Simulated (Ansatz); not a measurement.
This script drives Ansatz 0.2.0, Python API.

Script `run_opt.py`:
```python
# -*- coding: utf-8 -*-
'''Relax the C2H5FO2Si molecule.'''

import itertools

import ansatz as az
from ase.data import atomic_numbers, covalent_radii
import numpy as np

BASIS_SET = 'def2-SVP'
XC = 'cam_b3lyp'


def main():
    geometry = (
        az.Crystal.molecule()
        .atom('O', (-0.3113, -2.2113, -0.8761))
        .atom('Si', (0.039, -0.5738, -0.8629))
        .atom('C', (0.7997, 0.0982, 0.6488))
        .atom('C', (-0.2691, 1.1201, 0.5953))
        .atom('F', (-0.044, 2.2984, 0.0182))
        .atom('O', (-1.2199, 0.3235, -0.2494))
        .atom('H', (-1.2851, -2.3471, -0.8436))
        .atom('H', (0.5339, -0.0274, -2.1724))
        .atom('H', (0.8157, -0.5416, 1.5793))
        .atom('H', (1.8268, 0.5413, 0.5805))
        .atom('H', (-0.8204, 1.2626, 1.6027))
    )

    setup = geometry.calculation().basis(gaussian=BASIS_SET).functional(XC)
    symbols = [site.symbol for site in geometry.cartesian_sites]
    start = np.array([site.position_ang for site in geometry.cartesian_sites], dtype=float)
    data = setup.relax(force_tolerance=0.01).run(threads=1, pin='off').report
    end = np.array(data['positions_ang'])

    print(f'E = {data["free_energy_ev"]:.6f} eV = {data["free_energy_ev"] / 27.211386246:.7f} Ha')
    print('converged:', data['converged'], ' doubts:', data['published_state_doubts'] or 'none')

    # pairs closer than 1.2 times the sum of covalent radii, before or after
    radius = [covalent_radii[atomic_numbers[s]] for s in symbols]
    span = lambda where, i, j: np.linalg.norm(where[i] - where[j])
    bonded = [(i, j) for i, j in itertools.combinations(range(len(symbols)), 2) if min(span(start, i, j), span(end, i, j)) < 1.2 * (radius[i] + radius[j])]
    print('pair        before    after (A)')
    for i, j in bonded:
        print(f'{symbols[i]}{i}-{symbols[j]}{j}'.ljust(10), f'{span(start, i, j):8.4f} {span(end, i, j):8.4f}')
    for first, second in list(itertools.combinations(bonded, 2)):
        shared = set(first) & set(second)
        if shared and symbols[(j := shared.pop())] != 'H':
            i, k = sorted((set(first) | set(second)) - {j})
            u, v = end[i] - end[j], end[k] - end[j]
            angle = np.degrees(np.arccos(np.clip(u @ v / np.linalg.norm(u) / np.linalg.norm(v), -1, 1)))
            print(f'final angle {symbols[i]}{i}-{symbols[j]}{j}-{symbols[k]}{k}: {angle:.2f} deg')


if __name__ == '__main__':
    main()
```

It is started by `python run_opt.py`. Estimate its wall time and peak memory on 1 thread of Arm Neoverse V1 (shared host).

It took about 110 s, with a peak of 0.38 GiB, for 1 run of the engine.

```console
$ python run_opt.py
E = -16833.469472 eV = -618.6185930 Ha
converged: True  doubts: none
pair        before    after (A)
O0-Si1       1.6746   1.6436
O0-H6        0.9838   0.9631
Si1-C2       1.8208   1.8812
Si1-O5       1.6632   1.6977
Si1-H7       1.5028   1.4744
C2-C3        1.4797   1.5403
C2-H8        1.1293   1.0992
C2-H9        1.1207   1.0975
C3-F4        1.3312   1.3652
C3-O5        1.5007   1.4057
C3-H10       1.1572   1.1032
final angle Si1-O0-H6: 119.50 deg
final angle O0-Si1-C2: 120.80 deg
final angle O0-Si1-O5: 114.23 deg
final angle O0-Si1-H7: 104.33 deg
final angle C2-Si1-O5: 79.41 deg
final angle C2-Si1-H7: 120.86 deg
final angle Si1-C2-C3: 83.33 deg
final angle Si1-C2-H8: 115.62 deg
final angle Si1-C2-H9: 120.32 deg
final angle O5-Si1-H7: 116.13 deg
final angle Si1-O5-C3: 94.56 deg
final angle C3-C2-H8: 113.25 deg
final angle C3-C2-H9: 112.66 deg
final angle C2-C3-F4: 110.73 deg
final angle C2-C3-O5: 101.97 deg
final angle C2-C3-H10: 116.71 deg
final angle H8-C2-H9: 109.39 deg
final angle F4-C3-O5: 109.68 deg
final angle F4-C3-H10: 107.13 deg
final angle O5-C3-H10: 110.49 deg
```

Total energies depend on the basis set; only differences at equal settings carry meaning. The end point is the stationary point reached from this start; no frequency run checks that it is a minimum, and the basis set is modest.
